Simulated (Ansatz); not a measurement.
Predict the output of the script below (the Ansatz DFT code, driven from Python).

`c2h4al2.xyz`
```text
8

C    -0.46260    1.59980   -0.22580
C    -0.13080    0.38260   -0.05980
Al    1.38960   -0.92670    0.09480
Al   -0.61080   -1.54220    0.23100
H     0.23330    2.41770   -0.38180
H    -1.56680    1.90780   -0.25800
H     3.01410   -1.24410    0.13390
H    -1.77400   -2.65200    0.41000
```

The script, `field_c2h4al2.py`:
```python
'''Dipole of C2H4Al2 in the field of point charges.'''

import ansatz as az
import numpy as np

c2h4al2 = az.Crystal.molecule_from_extxyz('c2h4al2.xyz')

calculation = (
    c2h4al2.calculation()
    .basis(gaussian='def2-SVPD')
    .functional('CAM-B3LYP')
    .forces()
)
# charges +q and -q at -R and +R make a nearly even field 2 k q / R^2 at the centre
centre = np.mean([site.position_ang for site in c2h4al2.cartesian_sites], axis=0)
field = 2 * 14.399645 * 4.0 / 25.0 ** 2


def dipole(axis, sign):
    arm = 25.0 * np.eye(3)[axis]
    pair = [{'charge': sign * 4.0, 'position_ang': (centre - arm).tolist()}, {'charge': -sign * 4.0, 'position_ang': (centre + arm).tolist()}]
    deck = calculation.input().set(az.key.basis.gaussian.point_charges, pair)
    return np.array(az.Session.from_dict(deck).plan().execute().report['charge_distribution']['dipole_moment_e_ang'])


print(f'field {field:.4f} V/A')
alpha = np.array([(dipole(axis, 1) - dipole(axis, -1)) / (2 * field) * 14.399645 for axis in range(3)])
print('polarisability tensor (A^3)')
print(np.array2string(alpha, precision=3, suppress_small=True))
print(f'mean {np.trace(alpha) / 3:.3f} A^3 = {np.trace(alpha) / 3 / 0.14818471:.2f} bohr^3')
```

```console
$ python field_c2h4al2.py
field 0.1843 V/A
polarisability tensor (A^3)
[[15.199 -0.56  -0.055]
 [-0.505 15.924 -0.945]
 [-0.055 -0.93   9.203]]
mean 13.442 A^3 = 90.71 bohr^3
```

The geometry is a force-field or estimated start, not a minimum of this method, and the basis set is short of its limit. The field of two point charges is only nearly even. The whole script took 38 s on 1 thread of Arm Neoverse V1, on a shared host, peak memory 0.36 GiB.
